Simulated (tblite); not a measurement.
# C3H4F2O2: the cost of one run

Computed with tblite 0.8.0 and PySCF 2.14.0; each step states its level. No surroundings beyond the atoms listed, unless a continuum is named. Atoms count from 0, parts from 1.

## Step 1: The system as given

11 atoms, charge 0, multiplicity 1; geometry: rigid parts in contact. Parts: 1 = atoms 0–9, `[O+]#CCOCF`, charge 1; 2 = atom 10, `[F-]`, charge -1.

## Step 2: Search for minima with GFN2-xTB

Job settings and geometry (Å):

```
{"job": {"kind": "dock", "xc": "GFN2-xTB", "basis": "xTB"}, "charge": 0, "multiplicity": 1, "parts": [{"atoms": "0-9", "charge": 1, "multiplicity": 1}, {"atoms": "10-10", "charge": -1, "multiplicity": 1}]}
O     -1.803911     1.751906     0.079572
C     -1.292092     0.766734    -0.019813
C     -0.864512    -0.595224    -0.118719
O      0.425806    -0.766191    -0.626132
C      1.370742     0.006429     0.025471
F      0.844256     1.283956     0.097958
H     -1.544401    -1.130779    -0.808875
H     -0.985278    -1.034891     0.899576
H      2.276077     0.025956    -0.589219
H      1.573314    -0.307896     1.060182
F     -0.824034     0.558302     2.499027
```

With the program's defaults for keys left out, this is: GFN2-xTB search for minima from random contacts, gas phase.

The run is started by

```sh
$ OMP_NUM_THREADS=1 python cluster_run.py task.json out
```

The driver reads the jobs from task.json and runs them one after another.

**Question.** How long does this first job take on 1 thread of Arm Neoverse V2, shared host?

About 10 s.
